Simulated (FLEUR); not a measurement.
# InSb3 (Pm-3m) in FLEUR: a series of runs, part 2 of 2

FLEUR MaX-R8.1 (later development tree). The steps go on from the part before.

**6. Equation of state, LDA, 28.87 Å³/atom (volume scaled by 1.04)**

Changes to inp.xml since step 5:

```diff
@@ -24,3 +24,3 @@
       <xi:include xmlns:xi="http://www.w3.org/2001/XInclude" href="sym.xml"> </xi:include>
-      <bulkLattice scale="1.0000000000">
+      <bulkLattice scale="1.0131594038">
          <bravaisMatrix>
```

Potentials or basis: all-electron, FLAPW.

Launch:

```sh
$ inpgen -f crystal.txt -profile fastHighL
$ # inp.xml edited to the form shown
$ fleur_MPI
```

Run time: 2.7 min. Hardware: 1 thread of Arm Neoverse V2, shared host; peak memory 0.11 GiB.

Results (log left out):

```yaml
Free_energy: -688788.3951 eV
Band_gap_on_the_k_mesh: none (metal or under the smearing width)
Valence_electrons_inside_the_program's_atomic_spheres: Sb 19.00; In 19.38 (radii Sb 2.66, In 2.66 bohr)
```

**7. Equation of state, LDA, 29.42 Å³/atom (volume scaled by 1.06)**

Changes to inp.xml since step 6:

```diff
@@ -24,3 +24,3 @@
       <xi:include xmlns:xi="http://www.w3.org/2001/XInclude" href="sym.xml"> </xi:include>
-      <bulkLattice scale="1.0131594038">
+      <bulkLattice scale="1.0196128224">
          <bravaisMatrix>
```

Launch:

```sh
$ inpgen -f crystal.txt -profile fastHighL
$ # inp.xml edited to the form shown
$ fleur_MPI
```

It took 2.8 min on 1 thread of Arm Neoverse V2, shared host; peak memory 0.11 GiB.

It converged, with:

```
Free energy                                           : -688788.3165 eV
Band gap on the k mesh                                : none (metal or under the smearing width)
Valence electrons inside the program's atomic spheres : Sb 18.99; In 19.37 (radii Sb 2.66, In 2.66 bohr)
```

**8. Equation of state, LDA**

This step only gathers the single runs of the series.

What came out:

| Item | Value |
| --- | --- |
| Equilibrium volume | 25.82 Å³/atom (rough: see the caveat) |
| Bulk modulus | 65 GPa (rough) |

Energy against volume, from the lowest point:
```tsv
volume (Å³/atom)	energy (meV/atom)
26.093	0.00
26.648	4.46
27.758	24.66
28.868	56.85
29.424	76.49
```

Caveat: the minimum lies outside the volumes run.
